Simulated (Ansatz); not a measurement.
## Mg3ZnC in Ansatz: the effect of functional

The system is Mg3ZnC.

```
Zn Mg C
1.0
     4.40693    0.00000    0.00000
     0.00000    4.40693    0.00000
     0.00000    0.00000    4.40693
Zn Mg C
1 3 1
Cartesian
  0.0000 0.0000 0.0000
  2.2035 0.0000 2.2035
  2.2035 2.2035 0.0000
  0.0000 2.2035 2.2035
  2.2035 2.2035 2.2035
```

The cell comes from a database or a generator and needn't be the stable form of this composition.

Alike in all runs:

- Program: Ansatz 0.2.0
- Task: projected density of states
- Potentials or basis: Ansatz PAW
- k mesh: 6 × 6 × 6
- Occupations: fermi-dirac, width 0.05 eV
- Spin: no spin polarisation

```tsv
functional	cutoff	pressure (GPa)
LDA	420 eV (not typed: the program's choice for these potentials)	?
PBE	420 eV (not typed: the program's choice for these potentials)	-0.2
PBEsol	420 eV (not typed: the program's choice for these potentials)	-1.8
RPBE	420 eV (not typed: the program's choice for these potentials)	1.8
revPBE	420 eV (not typed: the program's choice for these potentials)	1.4
BLYP	420 eV (not typed: the program's choice for these potentials)	1.1
r2SCAN	500 eV (not typed: the program's choice for these potentials)	-1.6
```

**Question.** What does the run with functional LDA give?

**Answer.** Pressure -4.3 GPa.

Caveats: the density of states is complete only up to the lowest level of the last band computed; the PAW data sets come from PBE, with cores solved anew for the run's functional, which leaves a small shift of forces and pressure (some runs).
